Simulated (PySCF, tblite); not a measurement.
# C₂₄H₁₆B₃N₃: electronic excitations, NMR shifts

What do calculations give for the electronic excitations, NMR shifts of C₂₄H₁₆B₃N₃?

Computed with tblite 0.8.0 and PySCF 2.14.0 and routines of our own; the level stands in each step. Atoms count from 0.

## 1. The starting structure

46 atoms, charge 0, multiplicity 1; geometry from: force field, distance geometry or constructed start.

## 2. Relaxing the molecule with GFN2-xTB

The job: settings as JSON, then the geometry in Å.

```
{"job": {"kind": "relax", "xc": "GFN2-xTB", "basis": "xTB"}, "charge": 0, "multiplicity": 1}
C      4.449500    -2.692200    -0.001600
C      3.203000    -1.972800    -0.006900
C      1.973000    -2.692700     0.001000
C      1.967100    -4.116000    -0.006200
C      3.205200    -4.836600     0.003400
C      4.441300    -4.120900    -0.002600
C      1.967900     1.601300    -0.003300
C      0.732700     2.317300     0.001500
C     -0.506400     1.597500    -0.000400
B     -0.511900     0.168800     0.001600
N      0.727200    -0.546600    -0.002100
C      1.965300     0.167600    -0.000000
C     -1.750900     3.745300     0.005000
B     -2.983700     4.459000    -0.002700
N     -4.226500     3.749700     0.000200
C     -4.226200     2.315200     0.006300
C     -2.985500     1.601500     0.000900
C     -1.748600     2.311200    -0.001000
C      3.205600    -0.543600     0.002500
C      0.732100    -1.974500     0.002700
C     -2.988200     0.173400     0.001500
N     -1.748400    -0.543900    -0.000200
C     -5.459300     1.604200     0.006600
C     -5.466900     0.165300    -0.001500
C     -4.223800    -0.542800     0.000900
C      4.438500     1.598700     0.002500
C      3.206900     2.316900    -0.000700
C      4.444000     0.170200     0.001200
B     -1.746900    -1.975000    -0.002000
C     -0.508000    -2.690000     0.003400
H      5.348900    -2.169800    -0.001100
H      0.952600    -4.704100     0.000200
H      3.205200    -5.875300    -0.001900
H      5.459900    -4.706700     0.003700
H      0.730500     3.486400    -0.003300
H     -0.846300     4.266800    -0.002900
H     -2.986700     5.629700    -0.004100
H     -5.124100     4.267100    -0.002600
H     -6.362300     2.115700    -0.000100
H     -6.480800    -0.412000     0.001200
H     -4.224400    -1.587700     0.003800
H      5.351200     2.114000     0.003700
H      3.211100     3.485600    -0.003600
H      5.460400    -0.415900    -0.001800
H     -2.764400    -2.558700     0.002400
H     -0.511000    -3.728800    -0.003400
```

Command:

```
$ OMP_NUM_THREADS=2 python large_run.py task.json out
```

One launch serves the whole session: the jobs run in the order shown.

Output:

```text
step      E/eV     max force
  0   -1962.13075    5.226
  1   -1963.67454    2.441
  2   -1964.13492    1.313
  3   -1964.51562    1.347
  4   -1964.63106    0.671
  5   -1964.72786    0.468
  6   -1964.78069    0.519
  7   -1964.82016    0.353
  8   -1964.84562    0.249
  9   -1964.86584    0.228
 10   -1964.88225    0.308
 11   -1964.89407    0.242
 12   -1964.90081    0.134
 13   -1964.90522    0.128
 14   -1964.90877    0.114
 15   -1964.91176    0.098
 16   -1964.91382    0.075
 17   -1964.91506    0.055
 18   -1964.91589    0.050
 19   -1964.91652    0.040
 20   -1964.91699    0.038
 21   -1964.91735    0.030
 22   -1964.91766    0.026
 23   -1964.91793    0.033
 24   -1964.91814    0.038
 25   -1964.91830    0.032
 26   -1964.91842    0.019
```

Run time: 0.71 s. Hardware: 2 threads of Arm Neoverse V2, shared host; peak memory 0.17 GiB.

Along the way:

```tsv
step	energy from step 0 (eV)	largest force (eV/Å)
0	0.0000	5.2264
1	-1.5438	2.4405
2	-2.0042	1.3122
3	-2.3849	1.3470
4	-2.5003	0.6713
5	-2.5971	0.4683
6	-2.6499	0.5195
7	-2.6894	0.3527
8	-2.7149	0.2488
9	-2.7351	0.2281
10	-2.7515	0.3083
11	-2.7633	0.2417
13	-2.7745	0.1279
14	-2.7780	0.1136
15	-2.7810	0.0982
16	-2.7831	0.0755
18	-2.7851	0.0500
19	-2.7858	0.0396
20	-2.7862	0.0379
22	-2.7869	0.0262
23	-2.7872	0.0323
24	-2.7874	0.0386
25	-2.7876	0.0318
26	-2.7877	0.0191
```

Close pairs (by a distance rule), those that changed most:

```tsv
bond	before (Å)	after (Å)	change (Å)
C8–B9	1.429	1.531	+0.102
C27–H43	1.173	1.077	-0.096
C3–H31	1.173	1.077	-0.096
C5–H33	1.175	1.080	-0.095
C12–B13	1.425	1.514	+0.090
C7–H34	1.169	1.081	-0.088
C26–H42	1.169	1.080	-0.088
C23–H39	1.167	1.080	-0.087
```

The end geometry stands in the next job.

## 3. Electronic excitations: TDA PBE/def2-SVP

The job: settings as JSON, then the geometry in Å.

```
{"job": {"kind": "uv", "basis": "def2-SVP", "grid": 1, "kgrid": 0, "vcut": 1.5, "nstates": 8, "ntriplets": 3, "tda": true, "delta": ["ip_vertical", "ea_vertical", "triplet_vertical"], "pop": true, "xc": "PBE"}, "charge": 0, "multiplicity": 1}
C      4.436606    -2.741637    -0.000694
C      3.238304    -2.019702    -0.000724
C      2.020759    -2.718856    -0.000937
C      2.056312    -4.118419    -0.001133
C      3.245048    -4.811199    -0.000670
C      4.446157    -4.118020    -0.000455
C      1.941058     1.512698    -0.000754
C      0.730445     2.256539    -0.000965
C     -0.484408     1.651080    -0.000026
B     -0.520561     0.120787     0.000389
N      0.746829    -0.599509    -0.000295
C      1.945229     0.095239    -0.000540
C     -1.779084     3.776298    -0.000399
B     -3.093080     4.529279    -0.001085
N     -4.225829     3.702817    -0.000207
C     -4.192292     2.334844     0.000812
C     -2.956945     1.641138     0.000858
C     -1.733171     2.407552     0.000185
C      3.196564    -0.565961    -0.000407
C      0.753147    -1.992349    -0.000622
C     -2.976725     0.220076     0.001387
N     -1.790150    -0.543115     0.001008
C     -5.407582     1.645002     0.001488
C     -5.408370     0.274002     0.002033
C     -4.210491    -0.421145     0.001969
C      4.354129     1.568286     0.000242
C      3.147883     2.223013    -0.000501
C      4.369598     0.185488     0.000260
B     -1.788277    -1.971506     0.000679
C     -0.442120    -2.645945    -0.000281
H      5.383667    -2.227589    -0.000760
H      1.142425    -4.687921    -0.001488
H      3.238979    -5.890639    -0.000352
H      5.384214    -4.652628    -0.000108
H      0.840498     3.331621    -0.001814
H     -0.841422     4.313553    -0.000637
H     -3.225436     5.692746    -0.002621
H     -5.164511     4.079956    -0.000532
H     -6.333662     2.203267     0.001451
H     -6.339613    -0.272235     0.002360
H     -4.261145    -1.492800     0.002305
H      5.281795     2.119989     0.000983
H      3.111986     3.302740    -0.000612
H      5.325949    -0.310007     0.000839
H     -2.745516    -2.642903     0.001239
H     -0.419247    -3.722723    -0.000708
```

Method: TDA PBE/def2-SVP, vertical, gas phase, core orbitals frozen in the response, virtual orbitals cut by energy.

Output:

```text
start: PBE on a coarse grid of 39725 points
cycle   1  E = -1160.4309443923  dE =  5.225e+00  |g| = 9.825e-01  |ddm| = 1.077e+01
cycle   2  E = -1159.7673175478  dE =  6.636e-01  |g| = 1.797e+00  |ddm| = 3.709e+00
cycle   3  E = -1160.5795772714  dE = -8.123e-01  |g| = 6.621e-01  |ddm| = 2.938e+00
cycle   4  E = -1160.7114476218  dE = -1.319e-01  |g| = 1.279e-01  |ddm| = 1.107e+00
cycle   5  E = -1160.7130436185  dE = -1.596e-03  |g| = 1.077e-01  |ddm| = 3.161e-01
cycle   6  E = -1160.7161401709  dE = -3.097e-03  |g| = 2.881e-02  |ddm| = 1.652e-01
cycle   7  E = -1160.7163254863  dE = -1.853e-04  |g| = 1.383e-02  |ddm| = 5.267e-02
cycle   8  E = -1160.7163765740  dE = -5.109e-05  |g| = 4.425e-03  |ddm| = 2.242e-02
final grid: 174915 points
cycle   9  E = -1160.9412576974  dE = -1.772e-04  |g| = 2.533e-02  |ddm| = 2.634e-01
cycle  10  E = -1160.9406640460  dE =  5.937e-04  |g| = 5.187e-02  |ddm| = 9.782e-02
cycle  11  E = -1160.9413649276  dE = -7.009e-04  |g| = 1.492e-02  |ddm| = 7.702e-02
cycle  12  E = -1160.9414319112  dE = -6.698e-05  |g| = 2.670e-03  |ddm| = 2.246e-02
cycle  13  E = -1160.9414345841  dE = -2.673e-06  |g| = 9.436e-04  |ddm| = 4.009e-03
cycle  14  E = -1160.9414364734  dE = -1.889e-06  |g| = 3.050e-04  |ddm| = 1.681e-03
cycle  15  E = -1160.9414349905  dE =  1.483e-06  |g| = 1.182e-04  |ddm| = 5.890e-04
cycle  16  E = -1160.9414376035  dE = -2.613e-06  |g| = 4.434e-05  |ddm| = 3.221e-04
converged SCF energy = -1160.9414376035
Vertical ionisation energy (delta-SCF) = 6.6313 eV   <S^2> = 0.754
Vertical electron affinity (delta-SCF) = 1.1824 eV   <S^2> = 0.753
Vertical lowest triplet (delta-SCF) = 1.9255 eV   <S^2> = 2.010

Static polarisability (au): isotropic 375.280, principal 121.914 406.221 597.706

Singlet excitations
state   eV       nm        f      main configurations
  1   2.6270    472.0   0.20934   H->L 0.61, H->L+1 0.19
  2   2.7414    452.3   0.12787   H-1->L 0.63, H->L 0.12, H->L+2 0.10
  3   2.8109    441.1   0.02737   H->L+1 0.65, H-1->L 0.11, H-2->L 0.08
  4   3.0281    409.4   0.01058   H->L+2 0.45, H-2->L 0.36, H-3->L 0.08
  5   3.1652    391.7   0.07254   H->L+2 0.35, H-2->L 0.29, H-2->L+1 0.12
  6   3.3295    372.4   0.06151   H-1->L+1 0.27, H-3->L 0.22, H-2->L+1 0.14
  7   3.3965    365.0   0.01172   H-3->L 0.36, H-1->L+1 0.31, H-4->L 0.13
  8   3.4285    361.6   0.03114   H-2->L+1 0.57, H-2->L+2 0.10

Triplet excitations (Tamm-Dancoff, eV): 1.9001 2.3207 2.5611
```

Wall time 81 s (2 threads of Arm Neoverse V2, shared host); peak memory 1.6 GiB.

The orbitals next to the gap, with their largest atomic shares:

```tsv
orbital	eV	atoms
HOMO−4	-6.34	C3 15 %, C0 15 %, C11 9 %
HOMO−3	-5.97	C16 11 %, C27 9 %, C8 9 %
HOMO−2	-5.59	C12 18 %, C24 17 %, C15 15 %
HOMO−1	-5.29	C29 25 %, B28 10 %, N10 9 %
HOMO	-4.94	C12 12 %, C22 11 %, C7 9 %
LUMO	-2.83	C7 12 %, C12 10 %, C27 9 %
LUMO+1	-2.27	C3 12 %, C5 12 %, C19 11 %
LUMO+2	-2.00	C4 15 %, C11 13 %, C1 12 %
LUMO+3	-1.26	C25 13 %, C23 11 %, C11 9 %
```

With each of the 8 states as a Gaussian band of 0.4 eV half-width at 1/e, the curve within the window shown has maxima at 454 nm (ε 16,000) L/(mol cm). Beyond the last state computed it falls off for lack of states. The curve at chosen wavelengths:

| nm | ε (L/mol/cm) |
| --- | --- |
| 333 | 2324 |
| 344 | 3911 |
| 355 | 5622 |
| 366 | 7194 |
| 378 | 8643 |
| 389 | 9820 |
| 400 | 11005 |
| 411 | 12269 |
| 422 | 13544 |
| 433 | 14660 |
| 445 | 15461 |
| 456 | 15661 |
| 467 | 15302 |
| 478 | 14432 |
| 489 | 13168 |
| 500 | 11657 |
| 512 | 9895 |
| 523 | 8305 |
| 534 | 6825 |
| 545 | 5507 |
| 556 | 4374 |
| 567 | 3426 |
| 579 | 2590 |
| 590 | 1984 |
| 601 | 1506 |
| 612 | 1136 |

Ground-state properties from the same run:

```tsv
property	computed
dipole moment (D)	2.03
polarisability (Å³)	55.61
HOMO–LUMO gap (eV)	2.11
−ε(HOMO) (eV)	4.94
```

## 4. NMR shifts: GIAO KT3/pcSseg-1

The job, as its differences from that of step 3:

```diff
@@ -1,2 +1,2 @@
-{"job": {"kind": "uv", "basis": "def2-SVP", "grid": 1, "kgrid": 0, "vcut": 1.5, "nstates": 8, "ntriplets": 3, "tda": true, "delta": ["ip_vertical", "ea_vertical", "triplet_vertical"], "pop": true, "xc": "PBE"}, "charge": 0, "multiplicity": 1}
+{"job": {"kind": "nmr", "basis": "pcSseg-1", "pop": false, "xc": "KT3"}, "charge": 0, "multiplicity": 1}
 C      4.436606    -2.741637    -0.000694
```

Level: GIAO KT3/pcSseg-1 NMR shielding, non-relativistic, gas phase.

Output:

```text
start: PBE on a coarse grid of 39725 points
cycle   1  E = -1161.1021131949  dE =  5.477e+00  |g| = 1.043e+00  |ddm| = 8.517e+00
cycle   2  E = -1160.4106354419  dE =  6.915e-01  |g| = 1.868e+00  |ddm| = 3.566e+00
cycle   3  E = -1161.2539324977  dE = -8.433e-01  |g| = 7.080e-01  |ddm| = 2.908e+00
cycle   4  E = -1161.4013317506  dE = -1.474e-01  |g| = 1.327e-01  |ddm| = 1.154e+00
cycle   5  E = -1161.4031044269  dE = -1.773e-03  |g| = 1.101e-01  |ddm| = 2.958e-01
cycle   6  E = -1161.4062443917  dE = -3.140e-03  |g| = 3.052e-02  |ddm| = 1.520e-01
cycle   7  E = -1161.4064481511  dE = -2.038e-04  |g| = 1.479e-02  |ddm| = 5.149e-02
cycle   8  E = -1161.4065019665  dE = -5.382e-05  |g| = 4.555e-03  |ddm| = 2.134e-02
final grid: 370563 points
cycle   9  E = -1182.3516931346  dE = -6.722e-02  |g| = 8.247e-02  |ddm| = 1.653e+00
cycle  10  E = -1182.3465344378  dE =  5.159e-03  |g| = 1.700e-01  |ddm| = 2.151e-01
cycle  11  E = -1182.3530153756  dE = -6.481e-03  |g| = 2.696e-02  |ddm| = 1.685e-01
cycle  12  E = -1182.3531946214  dE = -1.792e-04  |g| = 1.242e-02  |ddm| = 5.303e-02
cycle  13  E = -1182.3532312572  dE = -3.664e-05  |g| = 5.368e-03  |ddm| = 1.940e-02
cycle  14  E = -1182.3532439810  dE = -1.272e-05  |g| = 1.037e-03  |ddm| = 7.504e-03
cycle  15  E = -1182.3532410134  dE =  2.968e-06  |g| = 5.116e-04  |ddm| = 1.777e-03
cycle  16  E = -1182.3532386355  dE =  2.378e-06  |g| = 2.338e-04  |ddm| = 1.003e-03
cycle  17  E = -1182.3532420816  dE = -3.446e-06  |g| = 5.957e-05  |ddm| = 3.641e-04
converged SCF energy = -1182.3532420816

GIAO shielding tensors (ppm)
atom      isotropic    diamagn.    paramagn.     s11        s22        s33       span
  0 C       69.263     239.418    -170.155    -23.897     56.892    174.795    198.692
  1 C       61.388     234.277    -172.889    -15.049     23.703    175.510    190.560
  2 C       64.315     256.034    -191.719    -11.698     34.588    170.055    181.753
  3 C       65.116     242.924    -177.808    -29.025     51.388    172.985    202.009
  4 C       62.463     248.996    -186.532    -36.098     53.649    169.839    205.937
  5 C       60.716     251.551    -190.835    -39.328     50.998    170.477    209.805
  6 C       63.308     256.865    -193.557      4.661     11.406    173.856    169.195
  7 C       54.180     253.847    -199.666    -34.193     49.560    147.173    181.366
  8 C       60.083     271.256    -211.174    -26.519     30.181    176.586    203.105
  9 B       81.163     201.878    -120.715     54.772     75.530    113.187     58.415
 10 N       86.621     345.980    -259.359     -4.692     34.365    230.189    234.882
 11 C       57.139     243.812    -186.673    -10.034     31.184    150.269    160.303
 12 C       70.172     244.813    -174.641    -34.609     55.077    190.048    224.657
 13 B       78.013     201.789    -123.776     43.361     67.077    123.601     80.239
 14 N       97.125     311.583    -214.458     -9.777    117.444    183.709    193.485
 15 C       49.169     248.381    -199.212    -24.215     17.995    153.728    177.943
 16 C       72.063     258.928    -186.864     16.970     28.501    170.719    153.750
 17 C       45.818     253.930    -208.112    -48.896     22.183    164.167    213.063
 18 C       68.199     256.375    -188.177      1.980     32.441    170.175    168.196
 19 C       45.017     247.169    -202.152    -43.577     44.110    134.517    178.094
 20 C       48.720     236.776    -188.056    -27.561     37.516    136.204    163.765
 21 N       86.748     341.466    -254.717    -39.365     50.780    248.829    288.194
 22 C       74.207     255.864    -181.657     -3.111     77.125    148.607    151.719
 23 C       62.848     251.354    -188.506    -37.068     56.946    168.666    205.734
 24 C       77.345     249.846    -172.501     -3.004     62.527    172.513    175.517
 25 C       67.141     257.728    -190.586    -30.457     60.236    171.645    202.102
 26 C       59.547     247.445    -187.898    -28.118     56.336    150.421    178.538
 27 C       70.089     245.957    -175.868    -20.867     58.902    172.233    193.100
 28 B       75.038     200.076    -125.038     37.633     63.518    123.963     86.330
 29 C       80.478     260.372    -179.895    -21.464     84.428    178.469    199.932
 30 H       23.514      34.899     -11.385     16.991     24.234     29.317     12.326
 31 H       23.228      37.258     -14.030     16.581     23.757     29.346     12.765
 32 H       24.211      27.611      -3.401     20.192     25.319     27.122      6.930
 33 H       24.173      25.712      -1.539     20.311     25.220     26.988      6.677
 34 H       22.961      41.387     -18.426     16.477     23.248     29.157     12.680
 35 H       23.614      36.375     -12.760     18.786     22.539     29.519     10.733
 36 H       26.514      27.626      -1.112     23.386     28.067     28.089      4.703
 37 H       23.822      25.258      -1.436     16.643     26.624     28.200     11.556
 38 H       24.924      28.302      -3.378     20.571     25.862     28.339      7.768
 39 H       24.335      28.182      -3.847     20.159     25.806     27.041      6.882
 40 H       23.236      36.013     -12.777     15.559     24.940     29.210     13.651
 41 H       24.230      29.202      -4.971     19.774     26.039     26.878      7.105
 42 H       23.972      34.419     -10.447     18.815     24.696     28.405      9.590
 43 H       23.443      36.131     -12.688     16.454     24.688     29.186     12.732
 44 H       25.159      35.820     -10.661     19.579     25.326     30.572     10.992
 45 H       24.023      38.998     -14.975     17.698     23.987     30.384     12.686
```

Run time: 39 s. Hardware: 2 threads of Arm Neoverse V2, shared host; peak memory 1.4 GiB.

The references, computed at this level on geometries of the same kind, shield at (ppm): 1H TMS 31.76, 13C TMS 184.7, 15N NH3 264.4, 11B BF3·OEt2 100.0. Their shielding less the atom's gives the shift. The references are single molecules in the gas phase, so shifts against H2O, NH3, PH3, H3PO4 or CFCl3 are not on the usual liquid scales and can be off by tens of ppm.

```tsv
atoms	environment	σ (ppm)	δ (ppm)
C19	carbon bonded to 2 C, N	45.0	139.7
C17	carbon bonded to 3 C	45.8	138.9
C20	carbon bonded to 2 C, N	48.7	136.0
C15	carbon bonded to 2 C, N	49.2	135.6
C7	carbon bonded to 2 C, H	54.2	130.5
C11	carbon bonded to 2 C, N	57.1	127.6
C26	carbon bonded to 2 C, H	59.5	125.2
C8	carbon bonded to 2 C, B	60.1	124.6
C5	carbon bonded to 2 C, H	60.7	124.0
C1	carbon bonded to 3 C	61.4	123.3
C4	carbon bonded to 2 C, H	62.5	122.3
C23	carbon bonded to 2 C, H	62.8	121.9
C6	carbon bonded to 3 C	63.3	121.4
C2	carbon bonded to 3 C	64.3	120.4
C3	carbon bonded to 2 C, H	65.1	119.6
C25	carbon bonded to 2 C, H	67.1	117.6
C18	carbon bonded to 3 C	68.2	116.5
C0	carbon bonded to 2 C, H	69.3	115.5
C27	carbon bonded to 2 C, H	70.1	114.6
C12	carbon bonded to C, B, H	70.2	114.6
C16	carbon bonded to 3 C	72.1	112.7
C22	carbon bonded to 2 C, H	74.2	110.5
C24	carbon bonded to 2 C, H	77.3	107.4
C29	carbon bonded to C, B, H	80.5	104.2
H34	hydrogen on a carbon bonded to 2 C	22.96	8.80
H31	hydrogen on a carbon bonded to 2 C	23.23	8.53
H40	hydrogen on a carbon bonded to 2 C	23.24	8.52
H43	hydrogen on a carbon bonded to 2 C	23.44	8.32
H30	hydrogen on a carbon bonded to 2 C	23.51	8.25
H35	hydrogen on a carbon bonded to C, B	23.61	8.15
H37	hydrogen on a nitrogen bonded to C, B	23.82	7.94
H42	hydrogen on a carbon bonded to 2 C	23.97	7.79
H45	hydrogen on a carbon bonded to C, B	24.02	7.74
H33	hydrogen on a carbon bonded to 2 C	24.17	7.59
H32	hydrogen on a carbon bonded to 2 C	24.21	7.55
H41	hydrogen on a carbon bonded to 2 C	24.23	7.53
H39	hydrogen on a carbon bonded to 2 C	24.34	7.42
H38	hydrogen on a carbon bonded to 2 C	24.92	6.84
H44	hydrogen on a boron bonded to C, N	25.16	6.60
H36	hydrogen on a boron bonded to C, N	26.51	5.25
```

Ring of atoms C0, C1, C2, C3, C4, C5: NICS(0) -6.4, NICS(1) -9.3, NICS(1)zz -21.4 ppm (means of both faces).

Ring of atoms C1, C2, N10, C11, C18, C19: NICS(0) 3.5, NICS(1) -0.8, NICS(1)zz 4.4 ppm (means of both faces).

Ring of atoms C6, C7, C8, B9, N10, C11: NICS(0) -1.9, NICS(1) -4.7, NICS(1)zz -6.8 ppm (means of both faces).

## 5. Outcome

```
                                  quantity                                                                                                          value
             lowest singlet (PBE/def2-SVP)                                                                                    2.63 eV (472 nm), f = 0.209
                            lowest triplet                                                                                                        1.90 eV
         vertical electron affinity (ΔSCF)                                                                                                        1.18 eV
     13C shifts against TMS (KT3/pcSseg-1)  139.7, 138.9, 136.0, 135.6, 130.5, 127.6, 125.2, 124.6, 124.0, 123.3, 122.3, 121.9, 121.4, 120.4 ppm and more
      1H shifts against TMS (KT3/pcSseg-1)                8.80, 8.53, 8.52, 8.32, 8.25, 8.15, 7.94, 7.79, 7.74, 7.59, 7.55, 7.53, 7.42, 6.84 ppm and more
11B shifts against BF3·OEt2 (KT3/pcSseg-1)                                                                                           24.9, 22.0, 18.8 ppm
     15N shifts against NH3 (KT3/pcSseg-1)                                                                                        177.8, 177.6, 167.3 ppm
```

In words: The first singlet state (HOMO→LUMO 0.61, HOMO→LUMO+1 0.19) lies at 2.63 eV and is bright. State 1 absorbs in the visible (472 nm). The lowest triplet lies 0.73 eV below the lowest singlet. At KT3/pcSseg-1: The largest span, 288 ppm, is at N21, where the paramagnetic term is -255 ppm. NICS(1)zz of -21 ppm above the planar ring from C0 marks a diatropic (aromatic) ring current.
